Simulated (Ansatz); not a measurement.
# Sn8TeSe7: gaps at several levels of theory

The task, for Sn8TeSe7: read the levels at named points of the zone under several functionals.

Method: DFT PBE+D3(BJ), scalar-relativistic, plane waves, PAW, in Ansatz 0.2.0.

That is the level of the relaxation; later steps name their own.

## (1) The structure to begin with

It takes space group Pm (No. 6, monoclinic). Conventional cell: a = 4.728 Å, b = 8.300 Å, c = 11.732 Å, α = 90.00°, β = 90.00°, γ = 90.00°. Sn (site symmetry 1) is surrounded by 3 Se at 2.78 Å. Around Sn (site symmetry m) lie 3 Se at 2.78 Å. Sn (site symmetry m) has 1 Te at 2.78 Å and 2 Se at 2.78 Å as nearest neighbours. Sn (site symmetry 1) is surrounded by 2 Se at 2.78 Å and 1 Te at 2.78 Å. Te (site symmetry m) is surrounded by 3 Sn at 2.78 Å. Around Se (site symmetry m) lie 3 Sn at 2.78 Å. Only part of the 12 independent sites is listed.

Coordinates:

```
CELL_PARAMETERS angstrom
11.73202 0.00000 0.00000
0.00000 8.30030 0.00000
0.00000 0.00000 4.72814
ATOMIC_POSITIONS crystal
Sn 0.61879 0.37500 0.37655
Sn 0.61879 0.87500 0.37655
Sn 0.88121 0.12500 0.87655
Sn 0.88121 0.62500 0.87655
Sn 0.38121 0.12500 0.62345
Sn 0.38121 0.62500 0.62345
Sn 0.11879 0.37500 0.12345
Sn 0.11879 0.87500 0.12345
Te 0.14855 0.12500 0.50918
Se 0.14855 0.62500 0.50918
Se 0.64855 0.12500 0.99082
Se 0.64855 0.62500 0.99082
Se 0.35145 0.37500 0.00918
Se 0.35145 0.87500 0.00918
Se 0.85145 0.37500 0.49082
Se 0.85145 0.87500 0.49082
```

(A quick probe on a coarse mesh, which set the mesh and smearing, is not shown.)

## (3) Coarse relaxation

Contents of input.yaml:

```yaml
crystal:
  lattice:
    - [11.73201992, 0.0, 0.0]
    - [0.0, 8.30030101, 0.0]
    - [0.0, 0.0, 4.72813546]
  atoms:
    - { symbol: Sn, position: [0.61878685, 0.375, 0.3765543] }
    - { symbol: Sn, position: [0.61878685, 0.875, 0.3765543] }
    - { symbol: Sn, position: [0.88121315, 0.125, 0.8765543] }
    - { symbol: Sn, position: [0.88121315, 0.625, 0.8765543] }
    - { symbol: Sn, position: [0.38121315, 0.125, 0.6234457] }
    - { symbol: Sn, position: [0.38121315, 0.625, 0.6234457] }
    - { symbol: Sn, position: [0.11878685, 0.375, 0.1234457] }
    - { symbol: Sn, position: [0.11878685, 0.875, 0.1234457] }
    - { symbol: Te, position: [0.14855303, 0.125, 0.5091818] }
    - { symbol: Se, position: [0.14855303, 0.625, 0.5091818] }
    - { symbol: Se, position: [0.64855303, 0.125, 0.9908182] }
    - { symbol: Se, position: [0.64855303, 0.625, 0.9908182] }
    - { symbol: Se, position: [0.35144697, 0.375, 0.0091818] }
    - { symbol: Se, position: [0.35144697, 0.875, 0.0091818] }
    - { symbol: Se, position: [0.85144697, 0.375, 0.4908182] }
    - { symbol: Se, position: [0.85144697, 0.875, 0.4908182] }
basis:
  ecutwfc: 420
kpoints:
  mp_grid: { grid: [2, 4, 4] }
hamiltonian:
  xc: pbe
  dispersion: d3bj
scf:
  occupations: { method: gaussian, width: 0.1 }
output:
  forces: true
  stress: true
  eigenvalues: true
relax:
  adjacent_minimum: "off"
  f_tol: 0.05
  max_steps: 80
  cell: { stress_tol: 0.5 }
```

Run with:

```console
> ansatz run input.yaml --threads 4 --pin off --max-ram 10240MiB --backend cpu --events-out ev --progress --plain --runs-dir out
```

The session goes on with these runs: full relaxation; band edges over the whole zone; the run at PBE+D3(BJ); the run at r2SCAN.

Before running it: what results should come out? Wanted: relaxed cell; volume; gap, PBE+D3(BJ); gap, r2SCAN.

**Answer**, as computed:

| quantity | value |
| --- | --- |
| relaxed cell | a = 4.418 Å, b = 8.408 Å, c = 11.571 Å, α = 90.00°, β = 90.10°, γ = 90.00° |
| space group (0.01 Å) | Pm (No. 6) |
| volume | 26.86 Å³/atom |
| gap, PBE+D3(BJ) | 0.48 eV, indirect |
| gap, r2SCAN | 0.67 eV, indirect |

**Reading.** The relaxed volume is 6.6 % smaller than at the start. The shape changed too: the edges of the input's cell moved by -1.4, +1.3, -6.6 %. The gap runs from 0.48 eV (PBE+D3(BJ)) to 0.67 eV (r2SCAN). These runs have no spin-orbit coupling; with Te it would split and shift bands.

The gaps are Kohn-Sham values of a semilocal functional, not quasiparticle or optical gaps. Such gaps usually fall short of the measured ones; spin-orbit coupling, left out here, narrows gaps with Te, so the two errors partly cancel.
